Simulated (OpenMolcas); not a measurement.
**Ti³⁺ with 6 ligands (ammonia): CASSCF and CASPT2 levels and susceptibility**

Which state of Ti³⁺ lies lowest among these ligands, how large is the field, and what χT follows?

The numbers are computed with OpenMolcas 26.06 (state-averaged CASSCF and CASPT2, spin-orbit coupling by RASSI with atomic mean-field integrals), except any that are marked as measured or tabulated.

## 1. The atom as given

| Quantity | Value |
| --- | --- |
| Species | Ti³⁺ (titanium, Z = 22, 19 electrons) |
| Basis | ANO-RCC-VTZP [6s5p3d2f1g], 233 functions with the ligands |
| Scalar Hamiltonian | DKH2, point nucleus |
| Inactive shells | 1s 2s 2p 3s 3p of the metal, and all ligand shells |
| Active space | 1 electron in 5 orbitals (3d) |
| Some configurations of this space | 3d |
| Orbitals | optimised for each spin and parity, averaged over all roots |

Outer shells as boxes (Hund's rule):

3d
```
3d [↑ ][  ][  ][  ][  ]
```

Ti³⁺ is taken with 6 ligands (ammonia) in octahedron coordination (S6) at 2.02 Å. Ligand basis ANO-RCC-VDZP. The distances are assumed, not relaxed.

```xyz
25

Ti    0.0000    0.0000    0.0000
N     2.0200    0.0000    0.0000
H     2.4021    0.9457    0.0000
H     2.4021   -0.4729    0.8190
H     2.4021   -0.4729   -0.8190
N     0.0000    2.0200    0.0000
H     0.0000    2.4021    0.9457
H     0.8190    2.4021   -0.4729
H    -0.8190    2.4021   -0.4729
N    -2.0200    0.0000    0.0000
H    -2.4021   -0.9457    0.0000
H    -2.4021    0.4729   -0.8190
H    -2.4021    0.4729    0.8190
N     0.0000   -2.0200    0.0000
H     0.0000   -2.4021   -0.9457
H    -0.8190   -2.4021    0.4729
H     0.8190   -2.4021    0.4729
N     0.0000    0.0000    2.0200
H     0.9457    0.0000    2.4021
H    -0.4729    0.8190    2.4021
H    -0.4729   -0.8190    2.4021
N     0.0000    0.0000   -2.0200
H    -0.9457    0.0000   -2.4021
H     0.4729   -0.8190   -2.4021
H     0.4729    0.8190   -2.4021
```

Each step is its own input file, run in one work folder so that later steps find the files of earlier ones. Labels, J, g values, rates, χT and fits are worked out afterwards by a script from the matrices that RASSI stores.

## 2. GATEWAY and SEWARD: basis and integrals

Contents of a.inp:

```
&GATEWAY
Coord
25

Ti 0.0 0.0 0.0
N 2.020000 0.000000 0.000000
H 2.402099 0.945728 0.000000
H 2.402099 -0.472864 0.819024
H 2.402099 -0.472864 -0.819024
N 0.000000 2.020000 0.000000
H 0.000000 2.402099 0.945728
H 0.819024 2.402099 -0.472864
H -0.819024 2.402099 -0.472864
N -2.020000 0.000000 0.000000
H -2.402099 -0.945728 0.000000
H -2.402099 0.472864 -0.819024
H -2.402099 0.472864 0.819024
N 0.000000 -2.020000 0.000000
H 0.000000 -2.402099 -0.945728
H -0.819024 -2.402099 0.472864
H 0.819024 -2.402099 0.472864
N 0.000000 0.000000 2.020000
H 0.945728 0.000000 2.402099
H -0.472864 0.819024 2.402099
H -0.472864 -0.819024 2.402099
N 0.000000 0.000000 -2.020000
H -0.945728 0.000000 -2.402099
H 0.472864 -0.819024 -2.402099
H 0.472864 0.819024 -2.402099
Basis=Ti.ANO-RCC-VTZP,H.ANO-RCC-VDZP,N.ANO-RCC-VDZP
Group=XYZ
NoMove
AngMom=0.0 0.0 0.0
AMFI
RICD
&SEWARD
```

Command:

```console
$ OMP_NUM_THREADS=1 MOLCAS_MEM=2457 MOLCAS_PROJECT=a pymolcas a.inp > a.log
```

## 3. Reference wave functions, doublets of even parity, 5 roots

Contents of a.inp:

```
&RASSCF
FileOrb=start.orb
Symmetry=1
Spin=2
nActEl=1 0 0
Inactive=18 21
Ras2=5 0
CIRoot=5 5 1
SDav=5
CIMx=300
Iter=150 100
PrWF=0.3
OrbListing=Nothing
MaxOrb=0
LevShft=1.0
>>> COPY $Project.JobIph JOB001
```

start.orb holds start orbitals that the driver prepared beforehand, or those of the step before.

## 4. RASSI: spin-orbit coupling between the states

Contents of a.inp:

```
&RASSI
NrOfJobIphs=1 5
1 2 3 4 5
IphNames
JOB001
EJob
SpinOrbit
DIPRint=1.0
SOCoupling=1000.0
Subsets=2
Property=9
'ANGMOM' 1 'ANGMOM' 2 'ANGMOM' 3 'MLTPL  1' 1 'MLTPL  1' 2 'MLTPL  1' 3
'AMFI' 1 'AMFI' 2 'AMFI' 3
SOProperty=3
'ANGMOM' 1 'ANGMOM' 2 'ANGMOM' 3
```

## 5. CASPT2: IPEA 0.25, imaginary shift 0.1 (closed shells correlated: 3s 3p of the metal, with ligand shells; the Frozen line counts the rest)

Contents of a.inp:

```
>>> COPY JOB001 $Project.JobIph
&CASPT2
Multistate=5 1 2 3 4 5
NoMult
Frozen=5 6
IPEA=0.25
Imaginary=0.1
MaxIter=60
WThr=0.0 0.3 0.05
PrWF=0.5
NoMix
```

(Steps that only read results are left out.)

**Question.** What will these runs give? Wanted: spin-free ground state; first state of the same spin within the active space; lowest level; next level.

As calculated:

| quantity | value |
| --- | --- |
| method | SS-CASPT2, IPEA 0.25, imaginary shift 0.1 (closed shells correlated: 3s 3p of the metal, with ligand shells; the Frozen line counts the rest) |
| spin-free ground state | doublet, 2-fold in its orbital part |
| first state of the same spin within the active space | doublet at 55.2 cm⁻¹ |
| lowest level | 2-fold, g = 0.00, 0.00, 0.07 |
| next level | 32.5 cm⁻¹ |
| χT at 300 K | 0.46 cm³ K/mol |
| effective moment at 300 K | 1.92 μB |

Cost by method:

```
                                              method  time of its own steps  time with the reference
                                           A. CASSCF                   26 s                     26 s
B. SS-CASPT2, IPEA 0.25, imaginary shift 0.1, +3s 3p                   52 s                     78 s
```

Times are of one thread on a shared host.

In words: The spin-free ground state (doublet) is 2-fold and keeps the highest spin of the shell. χT at 300 K is 0.46, against 0.38 cm³ K/mol for the spin alone, so orbital moment adds to it.
